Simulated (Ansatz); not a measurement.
# Si12O24F: the cost of one run

Method: DFT PBE+D3(BJ), plane waves, PAW, scalar-relativistic, collinear spin, in Ansatz 0.2.0.

**1. The structure to begin with**

The cell holds 37 atoms (FO24Si12): a = 7.326 Å, b = 7.326 Å, c = 9.833 Å, α = 70.39°, β = 70.39°, γ = 71.07°.

Its coordinates follow in the input file.

**2. Relaxing end A**

input.yaml reads:

```yaml
crystal:
  lattice:
    - [-2.458279, 4.257864, 5.431625]
    - [4.916558, 0.0, 5.431625]
    - [4.916558, 8.515728, 0.0]
  atoms:
    - { symbol: Si, position: [0.4010658, 0.9322676, 0.0338662] }
    - { symbol: Si, position: [0.0, 0.0, 0.2656009] }
    - { symbol: Si, position: [0.0989342, 0.5677325, 0.9505329] }
    - { symbol: O, position: [0.5673605, 0.9804591, 0.0820396] }
    - { symbol: O, position: [0.5748566, 0.3062964, 0.1403025] }
    - { symbol: O, position: [0.1795123, 0.034974, 0.1167931] }
    - { symbol: O, position: [0.3204877, 0.465026, 0.9740363] }
    - { symbol: O, position: [0.9251434, 0.1937036, 0.330879] }
    - { symbol: O, position: [0.9326395, 0.5195409, 0.1059494] }
    - { symbol: Si, position: [0.4010658, 0.9322676, 0.5338662] }
    - { symbol: Si, position: [0.0, 0.0, 0.7656009] }
    - { symbol: Si, position: [0.0989342, 0.5677325, 0.4505329] }
    - { symbol: O, position: [0.5673605, 0.9804591, 0.5820396] }
    - { symbol: O, position: [0.5748566, 0.3062964, 0.6403025] }
    - { symbol: O, position: [0.1795123, 0.034974, 0.6167931] }
    - { symbol: O, position: [0.3204877, 0.465026, 0.4740363] }
    - { symbol: O, position: [0.9251434, 0.1937036, 0.830879] }
    - { symbol: O, position: [0.9326395, 0.5195409, 0.6059494] }
    - { symbol: Si, position: [0.9010658, 0.4322675, 0.2838662] }
    - { symbol: Si, position: [0.5, 0.5, 0.5156009] }
    - { symbol: Si, position: [0.5989342, 0.0677325, 0.2005329] }
    - { symbol: O, position: [0.0673605, 0.4804591, 0.3320396] }
    - { symbol: O, position: [0.0748566, 0.8062964, 0.3903025] }
    - { symbol: O, position: [0.6795123, 0.534974, 0.3667931] }
    - { symbol: O, position: [0.8204877, 0.965026, 0.2240363] }
    - { symbol: O, position: [0.4251434, 0.6937036, 0.580879] }
    - { symbol: O, position: [0.4326395, 0.0195409, 0.3559494] }
    - { symbol: Si, position: [0.9010658, 0.4322675, 0.7838662] }
    - { symbol: Si, position: [0.5, 0.5, 0.0156009] }
    - { symbol: Si, position: [0.5989342, 0.0677324, 0.7005329] }
    - { symbol: O, position: [0.0673605, 0.4804591, 0.8320396] }
    - { symbol: O, position: [0.0748566, 0.8062964, 0.8903025] }
    - { symbol: O, position: [0.6795123, 0.534974, 0.8667931] }
    - { symbol: O, position: [0.8204877, 0.965026, 0.7240363] }
    - { symbol: O, position: [0.4251434, 0.6937036, 0.080879] }
    - { symbol: O, position: [0.4326395, 0.0195409, 0.8559494] }
    - { symbol: F, position: [0.3470478, 0.4716913, 0.764672], spin: 1.0 }
magnetization:
  spin_polarized: true
basis:
  ecutwfc: 420.0
kpoints:
  mp_grid: { grid: [2, 2, 1] }
hamiltonian:
  xc: pbe
  dispersion: d3bj
  pseudopotentials: { kind: paw, azcp: { folder: soft_1 } }
scf:
  occupations: { method: gaussian, width: 0.05 }
  lower_state_search: "off"
relax:
  f_tol: 0.03
  max_steps: 60
  adjacent_minimum: "off"
output:
  write_density: true
  write_potential: true
  elf: true
  volumetric_format: npy
```

Run with:

```console
ansatz run input.yaml --threads 4 --pin off --max-ram 10240MiB --backend cpu --events-out ev --progress --plain --runs-dir out
```

What time and memory should one allow on 4 threads of Arm Neoverse N1, shared host?

About 8.6 min, with a peak of 1.6 GiB.
